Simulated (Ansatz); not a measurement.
# SiC (P6_3mc): check of PAW against all-electron LAPW, by script

How well does PAW follow the all-electron answer for SiC (P6_3mc)? Aim: a check of PAW against all-electron LAPW, for SiC (P6_3mc), run from a script.

Computed with the Python package of Ansatz 0.2.0. The levels of theory stand in the script.

### Step 1. The structure

The structure is hexagonal, space group P6_3mc (No. 186). The conventional cell has a = 3.076 Å, b = 3.076 Å, c = 5.048 Å, α = 90.00°, β = 90.00°, γ = 120.00°. Si (site symmetry 3m) has 4 C at 1.87 to 1.94 Å as nearest neighbours. C (site symmetry 3m) has 4 Si at 1.87 to 1.94 Å as nearest neighbours.

The script holds or builds the structure itself.

### Step 2. The script

File sic_paw_lapw.py:

```python
'''PAW against all-electron LAPW for SiC.'''

import ansatz
import numpy as np
from tabulate import tabulate


def count_gap(report):
    # lowest empty less highest filled band, counting bands; zero where they overlap
    return max(report.get('gap_by_band_count_ev') or 0.0, 0.0)


def main() -> None:
    cell = (
        ansatz.Lattice.of((3.076, 0.0, 0.0), (-1.538, 2.663894, 0.0), (0.0, 0.0, 5.048))
        .atom('Si', (1 / 3, 2 / 3, 0.0))
        .atom('Si', (2 / 3, 1 / 3, 0.5))
        .atom('C', (1 / 3, 2 / 3, 0.385))
        .atom('C', (2 / 3, 1 / 3, 0.885))
    )

    model = (
        cell.calculation()
        .occupations('fixed')
        .kpoints(12, 12, 4)
        .functional('pbe')
        .stress()
        .forces()
        .band_table()
    )
    variants = {
        'PAW': model.pseudopotentials('paw'),
        'LAPW': model.pseudopotentials('all_electron', lapw=True),
    }
    # totals differ by the cores that each treatment holds, so compare what does not depend on them
    rows = []
    for label, variant in variants.items():
        rep = variant.run(threads=1, backend='cpu').report
        levels = np.array(rep['eigenvalues_ev'][0]) - rep['fermi_energy_ev']
        print(label, 'levels at the first k-point near E_F:', np.round(levels[np.abs(levels) < 5], 3))
        rows.append((label, rep['n_electrons'], np.trace(rep['stress_gpa']) / 3, float(np.abs(rep['forces_ev_ang']).max()), count_gap(rep)))
    print(tabulate(rows, headers=['treatment', 'electrons in bands', 'P GPa', 'max force component eV/A', 'gap by band count eV'], floatfmt='.4f', tablefmt='plain'))


if __name__ == '__main__':
    main()
```

### Step 3. What the engine is handed

The package turns the script's settings into the engine's input (first run):

```yaml
crystal:
  lattice:
    - [3.076, 0.0, 0.0]
    - [-1.538, 2.663894, 0.0]
    - [0.0, 0.0, 5.048]
  atoms:
    - { symbol: Si, position: [0.3333333333333333, 0.6666666666666666, 0.0] }
    - { symbol: Si, position: [0.6666666666666666, 0.3333333333333333, 0.5] }
    - { symbol: C, position: [0.3333333333333333, 0.6666666666666666, 0.385] }
    - { symbol: C, position: [0.6666666666666666, 0.3333333333333333, 0.885] }
kpoints:
  mp_grid:
    grid: [12, 12, 4]
hamiltonian:
  xc: pbe
  pseudopotentials:
    kind: paw
scf:
  occupations:
    method: fixed
output:
  forces: true
  stress: true
  eigenvalues: true
```

### Step 4. Running it

Run with:

```sh
$ python sic_paw_lapw.py
```

**Question.** How well do the two treatments of the cores agree on the pressure?

**Answer**, as computed:

| quantity | value |
| --- | --- |
| runs compared | 2 |
| difference in pressure | 0.01 GPa |
| difference in gap | 0.001 eV |

What this shows: PAW gives 3.695 GPa and LAPW 3.707 GPa, 0.012 GPa apart. They took 2.6 and 39.5 s of processor time. The computed bands are complete only to about 5.0 eV above the Fermi level. The Fermi level of a run with fixed occupations marks the highest occupied state on its mesh, not mid-gap. Levels are Kohn-Sham eigenvalues on this mesh. Pressure is positive in compression; the treatments may keep other shells as core, so totals and counts of electrons can differ.
